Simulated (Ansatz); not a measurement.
# Ba2CuHgO4: the cost of one run

Computed with Ansatz 0.2.0, driven from Python. The levels of theory stand in the script.

## Step 1: The system

Symmetry: P4/mmm, No. 123, tetragonal system. The conventional cell has a = 3.934 Å, b = 3.934 Å, c = 9.828 Å, α = 90.00°, β = 90.00°, γ = 90.00°. Ba (site symmetry 4mm) has 8 O at 2.75 to 2.95 Å as nearest neighbours. Around Cu (site symmetry 4/mmm) lie 4 O at 1.97 Å. Hg (site symmetry 4/mmm) is surrounded by 2 O at 2.01 Å. O (site symmetry 4mm) is surrounded by 1 Hg at 2.01 Å. Around O (site symmetry mmm) lie 2 Cu at 1.97 Å and 4 Ba at 2.75 Å.

No structure file is read: the coordinates are typed or built in the script.

## Step 2: The script

ba2cuhgo4.py

```python
"""How the lattice of Ba2CuHgO4 depends on the functional."""

import warnings

import ansatz as az
import numpy as np

def edges_and_angles(cell):
    cell = np.asarray(cell)
    a, b, c = np.linalg.norm(cell, axis=1)
    cosines = cell[1] @ cell[2] / (b * c), cell[0] @ cell[2] / (a * c), cell[0] @ cell[1] / (a * b)
    return (a, b, c, *np.degrees(np.arccos(cosines)))


def main() -> None:
    warnings.simplefilter("ignore", az.DeckWarning)

    crystal = (
        az.Lattice.from_parameters(3.93371, 3.93371, 9.8276, alpha=90, beta=90, gamma=90)
        .space_group(123, hermann_mauguin="P4/mmm")
        .atom("Ba", (0.5, 0.5, 0.6956))
        .atom("Cu", (0.0, 0.0, 0.5))
        .atom("Hg", (0.0, 0.0, 0.0))
        .atom("O", (0.0, 0.0, 0.79497))
        .atom("O", (0.0, 0.5, 0.5))
    )

    model = (
        crystal.calculation()
        .occupations(az.OccupationsMethod.FERMI_DIRAC, width=0.1)
        .kpoints(7, 7, 3)
        .relax(cell=True, force_tolerance=0.02)
    )

    levels = [("pbesol", "none"), ("blyp", "d3bj"), ("lda", "none")]
    print("level            a       b       c    alpha   beta  gamma  V/atom  steps")
    for name, dispersion in levels:
        seen = []
        run = model.functional(name, dispersion=dispersion).session().plan()
        out = run.execute(on_event=lambda e: seen.append(e) if e["event"] == "relax_step" else None)
        cell = out.lattice.cell_ang
        label = name if dispersion == "none" else f"{name}+{dispersion}"
        print("{:13s} {:7.4f} {:7.4f} {:7.4f} {:6.2f} {:6.2f} {:6.2f}".format(label, *edges_and_angles(cell)), f"{abs(np.linalg.det(cell)) / len(out.lattice.sites):7.3f} {len(seen):5d}")


if __name__ == "__main__":
    main()
```

## Step 3: Launch

Command:

```
$ python ba2cuhgo4.py
```

Q: Estimate wall time and peak memory on 1 thread of Arm Neoverse N1, shared host.

About 9.4 min, with a peak of 0.61 GiB.
